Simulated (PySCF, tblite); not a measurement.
# C4H4NPSSi: dynamics, then NMR shifts on frames, part 2 of 2

tblite 0.8.0 and PySCF 2.14.0. Atoms count from 0. Earlier steps stand in the parts before.

## Step 5: Shielding tensors: 625 fs, PBE0/pcSseg-1

Job settings and geometry (Å):

```
{"job": {"kind": "nmr", "xc": "PBE0", "basis": "pcSseg-1", "pop": false}, "charge": 0, "multiplicity": 1}
N     -4.498700     1.676000     0.607800
C     -3.463300     1.215400     0.758900
C     -2.180300     0.611100     0.733300
C     -1.543200     0.126500     1.866800
S     -0.117800    -0.678900     1.526600
C     -0.178600    -0.599200    -0.215700
Si     1.401600    -1.058600    -1.132700
P     -1.535600     0.212500    -0.873700
H     -1.756300     0.297700     2.882400
H      1.570100    -2.484400    -0.746000
H      1.031200    -1.051400    -2.556500
H      2.382800     0.097400    -0.940400
```

Level: GIAO PBE0/pcSseg-1 NMR shielding, non-relativistic, gas phase.

Log:

```text
coarse grid: 12760 points
cycle   1  E = -1237.7681084733  dE =  1.288e+00  |g| = 4.435e-01  |ddm| = 3.890e+00
cycle   2  E = -1237.6156430027  dE =  1.525e-01  |g| = 9.261e-01  |ddm| = 1.354e+00
cycle   3  E = -1237.8160953211  dE = -2.005e-01  |g| = 1.148e-01  |ddm| = 9.289e-01
cycle   4  E = -1237.8184177893  dE = -2.322e-03  |g| = 6.253e-02  |ddm| = 1.903e-01
cycle   5  E = -1237.8194605839  dE = -1.043e-03  |g| = 1.686e-02  |ddm| = 9.189e-02
cycle   6  E = -1237.8195230975  dE = -6.251e-05  |g| = 7.300e-03  |ddm| = 2.531e-02
cycle   7  E = -1237.8195381748  dE = -1.508e-05  |g| = 1.438e-03  |ddm| = 9.306e-03
cycle   8  E = -1237.8195386188  dE = -4.440e-07  |g| = 6.627e-04  |ddm| = 2.229e-03
final grid: 112912 points
cycle   9  E = -1237.8692306547  dE = -1.366e-05  |g| = 8.293e-03  |ddm| = 2.720e-02
cycle  10  E = -1237.8692098140  dE =  2.084e-05  |g| = 1.217e-02  |ddm| = 2.095e-02
cycle  11  E = -1237.8692480622  dE = -3.825e-05  |g| = 9.388e-04  |ddm| = 1.348e-02
cycle  12  E = -1237.8692482519  dE = -1.896e-07  |g| = 4.132e-04  |ddm| = 1.533e-03
cycle  13  E = -1237.8692482913  dE = -3.941e-08  |g| = 1.267e-04  |ddm| = 4.397e-04
cycle  14  E = -1237.8692482946  dE = -3.275e-09  |g| = 3.563e-05  |ddm| = 1.207e-04
cycle  15  E = -1237.8692482947  dE = -1.551e-10  |g| = 2.564e-05  |ddm| = 6.398e-05
converged SCF energy = -1237.8692482947

GIAO shielding tensors (ppm)
atom      isotropic    diamagn.    paramagn.     s11        s22        s33       span
  0 N      -55.438     339.504    -394.942   -213.446   -168.088    215.221    428.668
  1 C       67.305     255.938    -188.633    -49.197    -43.677    294.789    343.985
  2 C       46.103     262.565    -216.462    -45.163     52.041    131.432    176.594
  3 C       28.243     260.282    -232.039    -75.792     17.297    143.223    219.015
  4 S      108.734    1057.958    -949.224    -60.092    122.448    263.846    323.939
  5 C        1.232     268.881    -267.649   -141.353     -6.207    151.257    292.610
  6 Si     426.552     878.992    -452.441    391.599    422.338    465.717     74.119
  7 P       29.994     967.584    -937.590   -265.650     15.332    340.301    605.950
  8 H       23.036      31.794      -8.758     20.772     22.582     25.753      4.980
  9 H       25.964      27.279      -1.315     22.000     24.701     31.191      9.191
 10 H       26.641      28.317      -1.675     22.734     26.201     30.988      8.254
 11 H       25.830      26.927      -1.097     22.328     23.872     31.290      8.962
```

Wall time 20 s (1 thread of Arm Neoverse V1, shared host); peak memory 0.83 GiB.

This run: δ C5 185.7, C3 158.7, C2 140.8, C1 119.6, H8 8.68, H11 5.89 ppm.

## Step 6: NMR shieldings: 800 fs, PBE0/pcSseg-1

Job settings and geometry (Å):

```
{"job": {"kind": "nmr", "xc": "PBE0", "basis": "pcSseg-1", "pop": false}, "charge": 0, "multiplicity": 1}
N     -4.513800     1.986000     0.846400
C     -3.550600     1.368400     0.762700
C     -2.403900     0.552500     0.560900
C     -1.530700     0.101500     1.560000
S     -0.038100    -0.558600     1.089900
C     -0.240600    -0.521700    -0.660600
Si     1.281300    -0.655300    -1.892100
P     -1.711300     0.375600    -1.093500
H     -1.662100     0.354800     2.621100
H      2.115000    -1.642700    -1.242500
H      0.668200    -1.060900    -3.288900
H      1.873100     0.605200    -2.152700
```

With the program's defaults for keys left out, this is: GIAO PBE0/pcSseg-1 NMR shielding, non-relativistic, gas phase.

Log:

```text
coarse grid: 12760 points
cycle   1  E = -1237.7622408964  dE =  1.060e+00  |g| = 4.245e-01  |ddm| = 3.830e+00
cycle   2  E = -1237.6080496685  dE =  1.542e-01  |g| = 9.208e-01  |ddm| = 1.314e+00
cycle   3  E = -1237.8071740585  dE = -1.991e-01  |g| = 9.582e-02  |ddm| = 9.007e-01
cycle   4  E = -1237.8080814063  dE = -9.073e-04  |g| = 7.112e-02  |ddm| = 1.798e-01
cycle   5  E = -1237.8094913412  dE = -1.410e-03  |g| = 2.195e-02  |ddm| = 1.023e-01
cycle   6  E = -1237.8096051840  dE = -1.138e-04  |g| = 8.294e-03  |ddm| = 2.808e-02
cycle   7  E = -1237.8096236559  dE = -1.847e-05  |g| = 1.610e-03  |ddm| = 9.329e-03
cycle   8  E = -1237.8096241864  dE = -5.305e-07  |g| = 7.944e-04  |ddm| = 2.452e-03
final grid: 112912 points
cycle   9  E = -1237.8599787083  dE = -9.096e-06  |g| = 8.663e-03  |ddm| = 2.548e-02
cycle  10  E = -1237.8599507897  dE =  2.792e-05  |g| = 1.341e-02  |ddm| = 2.248e-02
cycle  11  E = -1237.8599980834  dE = -4.729e-05  |g| = 1.152e-03  |ddm| = 1.458e-02
cycle  12  E = -1237.8599983872  dE = -3.038e-07  |g| = 5.066e-04  |ddm| = 1.919e-03
cycle  13  E = -1237.8599984629  dE = -7.576e-08  |g| = 1.374e-04  |ddm| = 6.638e-04
cycle  14  E = -1237.8599984671  dE = -4.150e-09  |g| = 6.597e-05  |ddm| = 1.965e-04
cycle  15  E = -1237.8599984680  dE = -9.427e-10  |g| = 2.259e-05  |ddm| = 6.497e-05
converged SCF energy = -1237.8599984680

GIAO shielding tensors (ppm)
atom      isotropic    diamagn.    paramagn.     s11        s22        s33       span
  0 N      -67.411     339.313    -406.723   -222.633   -177.355    197.756    420.389
  1 C       68.702     255.910    -187.208    -46.384    -42.190    294.680    341.064
  2 C       34.152     268.415    -234.262    -84.498     54.712    132.243    216.741
  3 C       17.070     259.263    -242.193    -84.470      5.774    129.905    214.375
  4 S       81.066    1057.474    -976.408   -126.245     89.309    280.134    406.379
  5 C       -9.333     267.838    -277.170   -179.750      8.516    143.235    322.985
  6 Si     417.888     878.057    -460.168    371.018    419.670    462.977     91.959
  7 P     -101.266     966.588   -1067.854   -503.329    -68.151    267.682    771.011
  8 H       22.318      30.295      -7.977     19.238     22.875     24.842      5.605
  9 H       26.771      28.005      -1.234     22.547     25.966     31.799      9.252
 10 H       25.064      25.912      -0.848     21.675     24.189     29.328      7.652
 11 H       27.274      28.814      -1.541     23.825     25.229     32.766      8.941
```

Wall time 20 s (1 thread of Arm Neoverse V1, shared host); peak memory 0.82 GiB.

Key values: δ C5 196.3, C3 169.9, C2 152.8, C1 118.2, H8 9.40, H10 6.65 ppm.

## Step 7: Shielding tensors: 1000 fs, PBE0/pcSseg-1

Job settings and geometry (Å):

```
{"job": {"kind": "nmr", "xc": "PBE0", "basis": "pcSseg-1", "pop": false}, "charge": 0, "multiplicity": 1}
N     -4.640600     1.199000     1.144700
C     -3.521400     1.129400     0.897500
C     -2.133000     0.730400     0.617500
C     -1.475600     0.153400     1.625700
S     -0.006200    -0.600900     1.198200
C     -0.165600    -0.460000    -0.470700
Si     1.303500    -1.269600    -1.376000
P     -1.464100     0.541300    -1.054100
H     -1.862300     0.387200     2.534800
H      2.544400    -0.563500    -1.191000
H      1.526600    -2.540100    -0.702900
H      1.008900    -1.414200    -2.836000
```

Method: GIAO PBE0/pcSseg-1 NMR shielding, non-relativistic, gas phase.

Log:

```text
coarse grid: 12760 points
cycle   1  E = -1237.7604953641  dE =  1.306e+00  |g| = 4.434e-01  |ddm| = 3.867e+00
cycle   2  E = -1237.6147855764  dE =  1.457e-01  |g| = 9.241e-01  |ddm| = 1.190e+00
cycle   3  E = -1237.8058640996  dE = -1.911e-01  |g| = 1.169e-01  |ddm| = 8.161e-01
cycle   4  E = -1237.8081778814  dE = -2.314e-03  |g| = 6.338e-02  |ddm| = 1.846e-01
cycle   5  E = -1237.8092508782  dE = -1.073e-03  |g| = 1.766e-02  |ddm| = 9.232e-02
cycle   6  E = -1237.8093190079  dE = -6.813e-05  |g| = 7.768e-03  |ddm| = 2.434e-02
cycle   7  E = -1237.8093356676  dE = -1.666e-05  |g| = 1.338e-03  |ddm| = 8.895e-03
cycle   8  E = -1237.8093360999  dE = -4.323e-07  |g| = 4.240e-04  |ddm| = 1.873e-03
final grid: 112912 points
cycle   9  E = -1237.8596226279  dE = -1.401e-05  |g| = 8.075e-03  |ddm| = 2.573e-02
cycle  10  E = -1237.8596031824  dE =  1.945e-05  |g| = 1.181e-02  |ddm| = 2.006e-02
cycle  11  E = -1237.8596388238  dE = -3.564e-05  |g| = 1.176e-03  |ddm| = 1.285e-02
cycle  12  E = -1237.8596391471  dE = -3.233e-07  |g| = 4.509e-04  |ddm| = 1.833e-03
cycle  13  E = -1237.8596392056  dE = -5.855e-08  |g| = 1.121e-04  |ddm| = 5.950e-04
cycle  14  E = -1237.8596392086  dE = -2.991e-09  |g| = 4.036e-05  |ddm| = 1.518e-04
cycle  15  E = -1237.8596392089  dE = -2.342e-10  |g| = 2.771e-05  |ddm| = 5.037e-05
converged SCF energy = -1237.8596392089

GIAO shielding tensors (ppm)
atom      isotropic    diamagn.    paramagn.     s11        s22        s33       span
  0 N      -56.323     339.123    -395.446   -223.323   -180.366    234.720    458.043
  1 C       65.744     257.580    -191.836    -51.184    -44.155    292.571    343.756
  2 C       35.805     265.195    -229.391    -81.642     59.872    129.183    210.825
  3 C       26.479     258.821    -232.341    -81.608     25.348    135.698    217.306
  4 S      152.444    1057.667    -905.223     -7.295    194.080    270.547    277.842
  5 C        9.546     268.835    -259.290   -147.321      8.820    167.138    314.459
  6 Si     424.405     878.674    -454.268    395.928    402.861    474.427     78.499
  7 P        9.263     965.710    -956.447   -316.650     50.654    293.785    610.436
  8 H       23.336      33.432     -10.096     20.336     21.800     27.872      7.536
  9 H       27.078      28.208      -1.130     23.723     24.901     32.609      8.885
 10 H       26.987      28.037      -1.050     22.716     26.196     32.050      9.334
 11 H       26.341      26.929      -0.587     22.363     25.262     31.399      9.037
```

Wall time 20 s (1 thread of Arm Neoverse V1, shared host); peak memory 0.82 GiB.

This run: δ C5 177.4, C3 160.4, C2 151.1, C1 121.2, H8 8.38, H11 5.38 ppm.

## Step 8: Side by side: NMR shifts

Shifts (ppm) of some atoms, chosen among heavy atoms and hydrogens apart, with basis size and wall time:

| frame | C5 | H10 | H11 | N0 | S4 | Si6 | P7 | functions | time |
| --- | --- | --- | --- | --- | --- | --- | --- | --- | --- |
| 250 fs | 176.0 | 5.69 | 5.05 | 333.1 | 417 | -78.9 | 301.6 | 177 | 20 s |
| 425 fs | 177.6 | 4.24 | 4.05 | 302.4 | 387 | -85.7 | 263.1 | 177 | 20 s |
| 625 fs | 185.7 | 5.08 | 5.89 | 323.2 | 395 | -77.4 | 288.4 | 177 | 20 s |
| 800 fs | 196.3 | 6.65 | 4.44 | 335.1 | 423 | -68.7 | 419.6 | 177 | 20 s |
| 1000 fs | 177.4 | 4.73 | 5.38 | 324.1 | 351 | -75.2 | 309.1 | 177 | 20 s |

## Step 9: What came out

What follows sums up all 2 parts.

| quantity | value |
| --- | --- |
| thermostat | 400 K |
| mean temperature, second half | 361 K |
| mean potential energy above the minimum | 0.53 eV |
| 13C shifts against TMS (PBE0/pcSseg-1, 250 fs) | 176.0, 166.7, 139.6, 121.7 ppm |
| 1H shifts against TMS (PBE0/pcSseg-1, 250 fs) | 8.85, 5.69, 5.05, 4.15 ppm |
| 15N shifts against NH3 (PBE0/pcSseg-1, 250 fs) | 333.1 ppm |
| 33S shifts against CS2 (PBE0/pcSseg-1, 250 fs) | 417 ppm |
| 29Si shifts against TMS (PBE0/pcSseg-1, 250 fs) | -78.9 ppm |
| 31P shifts against H3PO4 (PBE0/pcSseg-1, 250 fs) | 301.6 ppm |
| range of the shift of P7 | 263.1 to 419.6 ppm |

What this shows: In the second half the potential energy averages 0.53 eV above the minimum; equipartition over 30 harmonic modes at 400 K would give 0.52 eV. With 12 atoms the temperature swings widely (178 to 569 K). Shifts at one fixed geometry are not the observed spectrum, which averages over the motion. In the first frame run (250 fs): The largest span, 559 ppm, is at P7, where the paramagnetic term is -952 ppm. NICS(1)zz of -26 ppm above the planar ring from C2 marks a diatropic (aromatic) ring current. In ppm, P7 moves most: its shift spreads over 156.5 ppm, from 263.1 (425 fs) to 419.6 (800 fs).
